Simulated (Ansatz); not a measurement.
Crystal: CoSn.

```
Sn Co
1.0
     5.24604    0.00000    0.00000
    -2.62302    4.54320    0.00000
     0.00000    0.00000    4.18759
Sn Co
3 3
Direct
  0.00000 0.00000 0.00000
  0.33333 0.66667 0.50000
  0.66667 0.33333 0.50000
  0.50000 0.00000 0.00000
  0.50000 0.50000 0.00000
  0.00000 0.50000 0.00000
```

The cell is a database's computed one.

Base run:

| Item | Value |
| --- | --- |
| Program | Ansatz 0.2.0 |
| Functional | PBEsol |
| Potentials or basis | Ansatz PAW |
| Cutoff | 420 eV (not typed: the program's choice for these potentials) |
| k mesh | 5 × 5 × 6 |
| Occupations | fermi-dirac, width 0.05 eV |
| Spin | collinear spin, ferromagnetic start |
| Starting moments | [0.0, 0.0, 0.0, 0.5, 0.5, 0.5] μB |
| Fixed moment | 1.5 μB |

Its results: pressure -1.2 GPa; site moments Sn +0.00; Co +0.48 μB.

Problem. The run is repeated on the same cell with these changes: fixed moment from 1.5 μB to 4.5 μB; moments at the start from [0.0, 0.0, 0.0, 0.5, 0.5, 0.5] to [0.0, 0.0, 0.0, 1.5, 1.5, 1.5]. What comes out?

Solution. Pressure 3.4 GPa; site moments Sn +0.07, +0.03; Co +1.36 μB.

Caveats: the total moment is fixed, so each spin has its own Fermi level; the PAW data sets come from PBE, with cores solved anew for the run's functional, which leaves a small shift of forces and pressure; the thresholds are loose for stress.
